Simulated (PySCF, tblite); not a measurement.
# C₈H₁₀Si: geometry, infrared bands and NMR shifts

Aim: predict the infrared bands and NMR shifts of C₈H₁₀Si (`C(#CC1CC1)C1=CC[SiH2]1`).

Computed with tblite 0.8.0 and PySCF 2.14.0, with density-fitted response routines of our own, on a single molecule in the gas phase. Atoms are numbered from 0 throughout.

## (1) The molecule as given

19 atoms, charge 0, multiplicity 1; geometry from: force field or distance geometry start.

Bonds of the start (Å): C0–C1 1.22, C1–C2 1.42, C2–C3 1.50, C3–C4 1.49, C0–C5 1.53, C5–C6 1.36, C6–C7 1.55, C7–Si8 1.88, C4–C2 1.52, Si8–C5 1.86, C2–H9 1.09, C3–H10 1.09, C3–H11 1.10, C4–H12 1.09, C4–H13 1.08, C6–H14 1.09, C7–H15 1.09, C7–H16 1.09, Si8–H17 1.49, Si8–H18 1.50.

## (2) Relaxing the molecule with GFN2-xTB

The job: settings as JSON, then the geometry in Å.

```
{"job": {"kind": "relax", "xc": "GFN2-xTB", "basis": "xTB"}, "charge": 0, "multiplicity": 1}
C      0.084000    -0.063000    -0.419600
C     -1.118300     0.009000    -0.581900
C     -2.522800     0.077300    -0.757700
C     -3.436700    -0.465700     0.300400
C     -3.331100     1.009600     0.122000
C      1.596000    -0.143600    -0.222600
C      2.613500    -0.326800    -1.101500
C      3.843400    -0.289800    -0.155100
Si     2.668500    -0.024100     1.294500
H     -2.873900    -0.030500    -1.783100
H     -4.351700    -0.966600    -0.008700
H     -2.993200    -0.904900     1.201100
H     -2.817100     1.588400     0.883500
H     -4.166700     1.527200    -0.336100
H      2.577500    -0.460800    -2.180600
H      4.407300    -1.223600    -0.080700
H      4.536300     0.535800    -0.319400
H      2.547900    -1.176500     2.229900
H      2.727300     1.338000     1.908200
```

Started as:

```
$ OMP_NUM_THREADS=1 python probes_run.py task.json out
```

One launch serves the whole session: the jobs run in the order shown.

**Question.** This job is followed by: GFN2-xTB harmonic vibrations, gas phase; GIAO PBE0/pcSseg-1 NMR shielding, non-relativistic, gas phase. What will the session give for the following? strongest single infrared mode (GFN2-xTB); zero-point energy (GFN2-xTB); ¹³C shifts against TMS (PBE0/pcSseg-1, means over atoms taken as alike); ¹H shifts against TMS (PBE0/pcSseg-1, means over atoms taken as alike); ²⁹Si shifts against TMS (PBE0/pcSseg-1).

As calculated:

```
                                                               quantity                                           value
                              strongest single infrared mode (GFN2-xTB)                           2260 cm⁻¹, 525 km/mol
                                           zero-point energy (GFN2-xTB)                                   90.7 kcal/mol
¹³C shifts against TMS (PBE0/pcSseg-1, means over atoms taken as alike)  162.5, 135.3, 107.6, 80.9, 18.5, 12.2, 3.7 ppm
 ¹H shifts against TMS (PBE0/pcSseg-1, means over atoms taken as alike)          7.14, 4.97, 1.90, 1.51, 0.81, 0.65 ppm
                                ²⁹Si shifts against TMS (PBE0/pcSseg-1)                                       -35.9 ppm
```

In words: Over 39 steps the energy fell by 0.454 eV; of the close pairs, C0–C5 changed most, 1.527 to 1.394 Å. No mode is imaginary among the 51: a minimum at this level. The strongest single mode, at 2260 cm⁻¹, moves mainly H18 and H17. Unscaled tight-binding wavenumbers are off by several per cent, some by more. Its intensities can rank the bands wrongly. H14 (hydrogen on an alkene CH) lies farthest downfield among hydrogen, at 7.14 ppm; olefinic region. At PBE0/pcSseg-1: Shielding is most anisotropic at C0 (span 274 ppm, paramagnetic term -140 ppm).
